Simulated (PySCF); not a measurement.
# CH2OSTe (SMILES OC(=S)[TeH]): a chain of runs

Aim: a structure relaxation (r2SCAN50-D4/STO-3G), then energy and one-electron properties (BMK/def2-TZVPP) of CH2OSTe. 

The calculation is run with PySCF 2.14.0.

2 further runs of the same task are left out: 1 for a faulty analytic Hessian, 1 for a known fault of the program.

### 1 The molecule

CH2OSTe: 6 atoms, total charge 0, spin state singlet. SMILES: `OC(=S)[TeH]`. The shape comes from a force field and isn't a relaxed structure. This is one conformer, not always the lowest. The run starts from this shape.

Bond lengths: O1–C2 1.410 Å, C2–S3 1.617 Å, C2–Te4 2.052 Å, O1–H5 1.066 Å, Te4–H6 1.730 Å. Angles: O1–C2–S3 118.1°, O1–C2–Te4 121.9°, S3–C2–Te4 119.9°, C2–O1–H5 115.8°, C2–Te4–H6 92.9°.

### 2 A geometry optimisation at r2SCAN50-D4/STO-3G (run 1)

File job.py:

```python
from pyscf import gto, dft
from pyscf.geomopt.geometric_solver import kernel as optimise

mol = gto.M(
    atom=[
    ('O', (1.349600, -0.104100, -0.634700)),
    ('C', (0.207200, -0.560700, 0.054600)),
    ('S', (0.387600, -1.771000, 1.111200)),
    ('Te', (-1.647600, 0.260000, -0.255500)),
    ('H', (1.185800, 0.687700, -1.329400)),
    ('H', (-1.440500, 1.424100, 1.007700)),
],
    charge=0,
    max_memory=1860,
    basis='sto-3g',
    spin=0,
    verbose=3,
)

mf = dft.RKS(mol)
mf.xc = 'r2scan50'
mf.disp = 'd4'
converged, mol_eq = optimise(mf, maxsteps=100)
print('converged:', converged)
print(mol_eq.tostring())

mf.reset(mol_eq)
mol = mol_eq
mf.kernel()
etot = mf.e_tot
print('Final energy', etot)
```

The run is started by

```sh
OMP_NUM_THREADS=1 python job.py
```

Output:

```text
maxiter                   100
----------------------------------------------------------
Custom engine selected.
Bonds will be generated from interatomic distances less than 1.20 times sum of covalent radii
18 internal coordinates being used (instead of 18 Cartesians)
Internal coordinate system (atoms numbered from 1):
Distance 1-2
Distance 1-5
Distance 2-3
Distance 2-4
Distance 4-6
Angle 2-1-5
Angle 1-2-4
Angle 3-2-4
Angle 2-4-6
Out-of-Plane 2-1-3-4
Dihedral 5-1-2-3
Dihedral 5-1-2-4
Dihedral 1-2-4-6
Dihedral 3-2-4-6
Translation-X 1-6
Translation-Y 1-6
Translation-Z 1-6
Rotation-A 1-6
Rotation-B 1-6
Rotation-C 1-6
> ===== Optimization Info: ====
> Job type: Energy minimization
> Maximum number of optimization cycles: 100
> Initial / maximum trust radius (Angstrom): 0.100 / 0.300
> Convergence Criteria:
> Will converge when all 5 criteria are reached:
>  |Delta-E| < 1.00e-06
>  RMS-Grad  < 3.00e-04
>  Max-Grad  < 4.50e-04
>  RMS-Disp  < 1.20e-03
>  Max-Disp  < 1.80e-03
> === End Optimization Info ===

Geometry optimization cycle 1
[... 11 lines left out ...]
converged SCF energy = -7056.32734659511
[... 22 lines left out ...]
converged SCF energy = -7056.34395766269
[... 45 lines left out ...]
converged SCF energy = -7056.34882627547
[... 45 lines left out ...]
converged SCF energy = -7056.34993648338
[... 45 lines left out ...]
converged SCF energy = -7056.35279561007
[... 45 lines left out ...]
converged SCF energy = -7056.35375711126
[... 45 lines left out ...]
converged SCF energy = -7056.35389772113
[... 45 lines left out ...]
converged SCF energy = -7056.35389101431
[... 45 lines left out ...]
converged SCF energy = -7056.35391201861
[... 45 lines left out ...]
converged SCF energy = -7056.35391873009
[... 35 lines left out ...]
Converged! =D
[... 1 line left out ...]
converged: True
O           1.73752572       -0.08606877       -1.15518091
C           0.74495983       -0.14992991       -0.19109310
S           0.77481120       -1.29343283        0.91133142
Te         -0.74498302        1.41217342       -0.39314376
H           1.53968134        0.70645450       -1.73434709
H          -1.60822616        0.86568454        0.87774820
converged SCF energy = -7056.35391914284
Final energy -7056.353919142844
```

Wall time 2.5 min (1 thread of Arm Neoverse V2, shared host); peak memory 0.52 GiB.

The path in brief:

| step | energy from the first frame kept (eV) | largest force (eV/Å) |
| --- | --- | --- |
| 0 | 0.0000 | 3.2214 |
| 1 | -0.4520 | 1.9492 |
| 2 | -0.4122 | 2.4585 |
| 3 | -0.5845 | 0.2681 |
| 4 | -0.5957 | 0.1470 |
| 5 | -0.6147 | 0.2992 |
| 6 | -0.6555 | 0.5133 |
| 7 | -0.6925 | 0.7520 |
| 8 | -0.7072 | 0.5649 |
| 9 | -0.7187 | 0.2739 |
| 10 | -0.7217 | 0.1102 |
| 11 | -0.7225 | 0.0764 |
| 12 | -0.7222 | 0.1807 |
| 13 | -0.7223 | 0.1110 |
| 14 | -0.7227 | 0.0327 |
| 15 | -0.7229 | 0.0641 |
| 16 | -0.7230 | 0.0616 |
| 17 | -0.7231 | 0.0279 |
| 18 | -0.7231 | 0.0203 |

After the run. Bond lengths: O1–C2 1.385 Å, C2–S3 1.589 Å, C2–Te4 2.168 Å, O1–H5 1.001 Å, Te4–H6 1.631 Å. Angles: O1–C2–S3 120.2°, O1–C2–Te4 113.2°, S3–C2–Te4 126.6°, C2–O1–H5 107.3°, C2–Te4–H6 92.8°.

### 3 The charge distribution at BMK/def2-TZVPP (density fitting, core potential) (run 4)

File run.py:

```python
# OC(=S)[TeH]
from pyscf import gto, dft

system = gto.Mole()
system.atom = [
    ('O', (1.737526, -0.086069, -1.155181)),
    ('C', (0.744960, -0.149930, -0.191093)),
    ('S', (0.774811, -1.293433, 0.911331)),
    ('Te', (-0.744983, 1.412173, -0.393144)),
    ('H', (1.539681, 0.706455, -1.734347)),
    ('H', (-1.608226, 0.865685, 0.877748)),
]
system.verbose = 4
system.basis = 'def2-tzvpp'
system.max_memory = 1860
system.ecp = {'Te': 'def2-svp'}
system.build()

mf = dft.RKS(system)
mf.xc = 'hyb_mgga_x_bmk,gga_c_bmk'
mf = mf.density_fit()
mf.kernel()

energy = mf.e_tot
print('Final energy', energy)
dip = mf.dip_moment()
pop, q = mf.mulliken_pop()
quad = mf.quad_moment()
```

The run is started by

```sh
OMP_NUM_THREADS=1 python run.py
```

Output:

```text
PySCF version 2.14.0

[INPUT] num. atoms = 6
[INPUT] num. electrons = 56
[INPUT] charge = 0
[INPUT] spin (= nelec alpha-beta = 2S) = 0
[INPUT] symmetry False subgroup None
[INPUT] Mole.unit = angstrom
[INPUT] Symbol           X                Y                Z      unit          X                Y                Z       unit  Magmom
[INPUT]  1 O      1.737526000000  -0.086069000000  -1.155181000000 AA    3.283448274311  -0.162646837815  -2.182975714301 Bohr   0.0
[INPUT]  2 C      0.744960000000  -0.149930000000  -0.191093000000 AA    1.407770373756  -0.283326637856  -0.361113434322 Bohr   0.0
[INPUT]  3 S      0.774811000000  -1.293433000000   0.911331000000 AA    1.464180588300  -2.444234130475   1.722165998826 Bohr   0.0
[INPUT]  4 Te    -0.744983000000   1.412173000000  -0.393144000000 AA   -1.407813837457   2.668620210505  -0.742934487516 Bohr   0.0
[INPUT]  5 H      1.539681000000   0.706455000000  -1.734347000000 AA    2.909575409196   1.335006469330  -3.277440834961 Bohr   0.0
[INPUT]  6 H     -1.608226000000   0.865685000000   0.877748000000 AA   -3.039106686405   1.635907560144   1.658703326385 Bohr   0.0

nuclear repulsion = 231.703910537489
number of shells = 64
number of NR pGTOs = 279
number of NR cGTOs = 182
basis = def2-tzvpp
ecp = {'Te': 'def2-svp'}

[... 63 lines left out ...]
converged SCF energy = -779.654964901346
Final energy -779.6549649013461
Dipole moment(X, Y, Z, Debye): -1.30424,  2.70302, -1.46671
[... 151 lines left out ...]
pop of  3 Te 5f+0         0.00002
pop of  3 Te 5f+1         0.00022
pop of  3 Te 5f+2         0.00004
pop of  3 Te 5f+3         0.00011
pop of  4 H 1s            0.24093
pop of  4 H 2s            0.39593
pop of  4 H 3s            0.03814
pop of  4 H 2px           0.00299
pop of  4 H 2py           0.01001
pop of  4 H 2pz           0.00668
pop of  4 H 3px           0.02286
pop of  4 H 3py           0.01972
pop of  4 H 3pz           0.01851
pop of  4 H 3dxy          0.00156
pop of  4 H 3dyz          0.00236
pop of  4 H 3dz^2         0.00167
pop of  4 H 3dxz          0.00096
pop of  4 H 3dx2-y2       0.00178
pop of  5 H 1s            0.22629
pop of  5 H 2s            0.54129
pop of  5 H 3s            0.18762
pop of  5 H 2px           0.00121
pop of  5 H 2py           0.00071
pop of  5 H 2pz           0.00233
pop of  5 H 3px           0.00818
pop of  5 H 3py           0.00807
pop of  5 H 3pz           0.01378
pop of  5 H 3dxy          0.00018
pop of  5 H 3dyz          0.00027
pop of  5 H 3dz^2         0.00042
pop of  5 H 3dxz          0.00041
pop of  5 H 3dx2-y2       0.00012
 ** Mulliken atomic charges  **
charge of    0O =     -0.29676
charge of    1C =      0.06332
charge of    2S =     -0.14371
charge of    3Te =      0.13213
charge of    4H =      0.23590
charge of    5H =      0.00913
Traceless quadrupole moment (Debye*A):
```

It took 53 s on 1 thread of Arm Neoverse V2, shared host; peak memory 0.78 GiB.

Atomic charges (e):

| atom | Mulliken |
| --- | --- |
| O1 | -0.297 |
| C2 | +0.063 |
| S3 | -0.144 |
| Te4 | +0.132 |
| H5 | +0.236 |
| H6 | +0.009 |

### 4 Summary of results

| quantity | value |
| --- | --- |
| run 1, r2SCAN50-D4/STO-3G: total energy at the end | -7056.35392 Eh |
| run 1, r2SCAN50-D4/STO-3G: dipole moment | 1.12 D |
| run 1, r2SCAN50-D4/STO-3G: HOMO energy | -4.76 eV |
| run 1, r2SCAN50-D4/STO-3G: LUMO energy | 3.03 eV |
| run 1, r2SCAN50-D4/STO-3G: HOMO–LUMO gap | 7.79 eV |
| run 1, r2SCAN50-D4/STO-3G: dispersion energy | -5.15 kJ/mol |
| run 4, BMK/def2-TZVPP: total energy | -779.65496 Eh |
| run 4, BMK/def2-TZVPP: dipole moment | 3.34 D |
| run 4, BMK/def2-TZVPP: HOMO energy | -7.40 eV |
| run 4, BMK/def2-TZVPP: LUMO energy | -1.15 eV |
| run 4, BMK/def2-TZVPP: HOMO–LUMO gap | 6.24 eV |

The optimisation (run 1, r2SCAN50-D4/STO-3G) took 18 steps and changed the energy by -0.723 eV. Mulliken charges (run 1, r2SCAN50-D4/STO-3G) run from -0.23 on O1 to +0.22 on H5; they depend strongly on the basis. Relativity is left out (run 1, r2SCAN50-D4/STO-3G) although the molecule holds a heavy atom. Mulliken charges (run 4, BMK/def2-TZVPP) run from -0.30 on O1 to +0.24 on H5.
